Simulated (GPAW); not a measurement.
A run of GPAW 26.7.0 is set up as follows.

The input run.py:

```python
from ase.dft.bandgap import bandgap
from ase.io import read, write
from ase.units import GPa
from gpaw import GPAW, PW

atoms = read('NbSi.xyz')

calc = GPAW(mode=PW(600),
            xc='MGGA_X_R2SCAN+MGGA_C_R2SCAN',
            kpts={'size': (8, 8, 8), 'gamma': True},
            occupations={'name': 'fermi-dirac', 'width': 0.05},
            nbands=19,
            convergence={'density': 1e-05, 'energy': 1e-05},
            maxiter=150,
            txt='gpaw.txt')
atoms.calc = calc
energy = atoms.get_potential_energy()
forces = atoms.get_forces()
stress = atoms.get_stress()
calc.write('gs.gpw')
write('result.traj', atoms)
print(f'Energy: {energy:.6f} eV')
print('Forces (eV/A):')
print(forces.round(4))
print('Stress (GPa):', (stress / GPa).round(3))
print('Fermi level:', round(calc.get_fermi_level(), 4), 'eV')
print(f'Gap: {bandgap(calc)[0]:.4f} eV, direct: {bandgap(calc, direct=True)[0]:.4f} eV')

path = atoms.cell.bandpath('GXMGRX,MR', npoints=80, eps=1e-4)
bs_calc = calc.fixed_density(kpts=path, symmetry='off', nbands=29,
                             convergence={'bands': 'CBM+6.0', 'eigenstates': 1e-6}, txt='bands.txt')
bs = bs_calc.band_structure()
bs.write('bs.json')
print(f'Gap on the path: {bandgap(bs_calc)[0]:.4f} eV')
```

File NbSi.xyz:

```xyz
2
Lattice="3.1564400000 0.0000000000 0.0000000000 0.0000000000 3.1564400000 0.0000000000 0.0000000000 0.0000000000 3.1564400000" Properties=species:S:1:pos:R:3 pbc="T T T"
Nb     0.0000000000      0.0000000000      0.0000000000
Si     1.5782200000      1.5782200000      1.5782200000
```

Potentials or basis: GPAW PAW data sets (gpaw-data 1.2.1), pw.

Launch:

```console
$ OMP_NUM_THREADS=1 python run.py
```

(1) Predict the pressure.

(2) What does it give for the band gap along the path?

Answers

(1) -1.8 GPa.

(2) none (metal or under the smearing width).

Caveat: the PAW data sets were made with another functional, which shifts forces and pressure a little.
